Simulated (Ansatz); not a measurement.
The system is CrN.

```xyz
2
Lattice="2.6065 0.0000 0.0000 0.0000 2.6065 0.0000 0.0000 0.0000 2.6065" Properties=species:S:1:pos:R:3 pbc="T T T"
Cr    0.0000    0.0000    0.0000
N     1.3032    1.3032    1.3032
```

The cell comes from a database or a generator and needn't be the stable form of this composition.

- Program: Ansatz 0.2.0
- Task: relaxation of cell and atoms
- Functional: HSE03
- Potentials or basis: Ansatz PAW
- Cutoff: 420 eV (not typed: the program's choice for these potentials)
- k mesh: 5 × 5 × 5
- Occupations: fermi-dirac, width 0.05 eV
- Spin: collinear spin, ferromagnetic start
- Starting moments: [3.0, 0.0] μB

At the start: volume 8.85 Å³/atom.

Problem. How do energy, volume and symmetry change on relaxing?

Solution. It ends after 7 steps and the volume is 7.61 Å³/atom (-14.0 %); space group Pm-3m (No. 221, to 0.05 Å); moment 0.89 μB per cell.

Step by step:
```
step  energy change (eV)  largest force (eV/Å)  volume (Å³)
   1              0.0000                0.0000        17.71
   2             -0.3000                0.0000        16.03
   3             -0.3395                0.0000        14.95
   4             -0.3446                0.0000        15.23
   5             -0.3392                0.0000        15.23
   6             -0.3393                0.0000        15.22
   7             -0.3393                0.0000        15.22
```

Final structure:
```yaml
crystal:
  lattice:
    - [2.47822, 0.00000, 0.00000]
    - [0.00000, 2.47822, 0.00000]
    - [0.00000, 0.00000, 2.47822]
  atoms:
    - { symbol: Cr, position: [0.00000, 0.00000, 0.00000] }
    - { symbol: N, position: [0.50000, 0.50000, 0.50000] }
```

Caveat: the k mesh is coarse (spacing up to 0.48 Å⁻¹), so the values aren't converged, least of all with exact exchange; the magnetic or orbital state may not be the lowest; the plane-wave basis is chosen anew once the cell has moved, so the energies of steps on either side of that aren't comparable; the pressure holds a Pulay correction of +0.6 GPa for the finite cutoff; a cell with one magnetic atom can't hold antiferromagnetic order, which such compounds often take; the PAW data sets come from PBE, with cores solved anew for the run's functional, which leaves a small shift of forces and pressure.
